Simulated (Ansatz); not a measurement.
# ClH₃MgOSi: basis-set convergence

Aim: see how fast density functionals converge with the basis set for ClH₃MgOSi.

Program: Ansatz 0.2.0, Gaussian basis. Level of theory: one geometry, several basis sets. These are calculated values, not measurements.

Plan: PBE0-D4/def2-SVP; ωB97M-V/def2-SVP; PBE0-D4/def2-QZVPP; ωB97M-V/def2-QZVPP; the functionals' def2-TZVPP values are taken from earlier runs.

## (1) The relaxed structure

An earlier PBE0-D4 in a triple-zeta def2 set relaxation fixed the geometry.

SMILES `[SiH3][O][Mg][Cl]`, 7 atoms, charge 0, spin multiplicity 1.

Atoms are counted from 1 here; the program's logs count them from 0.

Bond lengths: Si1–O2 1.615 Å, Si1–H5 1.492 Å, Si1–H6 1.492 Å, Si1–H7 1.492 Å, O2–Mg3 1.780 Å, Mg3–Cl4 2.171 Å. Angles: O2–Si1–H5 111.1°, O2–Si1–H6 111.1°, O2–Si1–H7 111.1°, H5–Si1–H6 107.8°, H5–Si1–H7 107.8°, H6–Si1–H7 107.8°, Si1–O2–Mg3 180.0°, O2–Mg3–Cl4 180.0°.

Coordinates:

```xyz
7
ClH3MgOSi
Si    0.2070    1.2538    0.0512
O    -0.0429   -0.3398   -0.0219
Mg   -0.3187   -2.0965   -0.1021
Cl   -0.6550   -4.2395   -0.1998
H    -0.5883    1.9712   -0.9870
H    -0.1860    1.7994    1.3828
H     1.6451    1.5834   -0.1690
```

## (2) PBE0-D4 in def2-SVP

in.yaml reads:

```yaml
crystal:
  periodic: [false, false, false]
  atoms:
    - {symbol: Si, position_ang: [0.206990, 1.253818, 0.051212]}
    - {symbol: O, position_ang: [-0.042921, -0.339766, -0.021928]}
    - {symbol: Mg, position_ang: [-0.318662, -2.096521, -0.102066]}
    - {symbol: Cl, position_ang: [-0.655019, -4.239451, -0.199791]}
    - {symbol: H, position_ang: [-0.588321, 1.971228, -0.987032]}
    - {symbol: H, position_ang: [-0.186020, 1.799358, 1.382779]}
    - {symbol: H, position_ang: [1.645052, 1.583434, -0.168974]}
basis:
  gaussian: {orbitals: def2-SVP}
hamiltonian: {xc: pbe0, dispersion: d4}
output: {orbitals: {seedname: orbitals}}
```

The runs that follow: ωB97M-V in def2-SVP; PBE0-D4 in def2-QZVPP; ωB97M-V in def2-QZVPP.

**Question.** What will the summary of the whole plan be? Wanted: PBE0-D4: double and triple zeta above quadruple; ωB97M-V: double and triple zeta above quadruple.

The runs gave:

| quantity | value |
| --- | --- |
| PBE0-D4: double and triple zeta above quadruple | 12.68, 1.07 eV |
| ωB97M-V: double and triple zeta above quadruple | 12.59, 1.00 eV |

**Reading.** For PBE0-D4 the step from double to triple zeta gains 11.61 eV and the next only 1.07 eV. These are total energies; as a rule much of such shifts cancels in differences, which this series doesn't test.
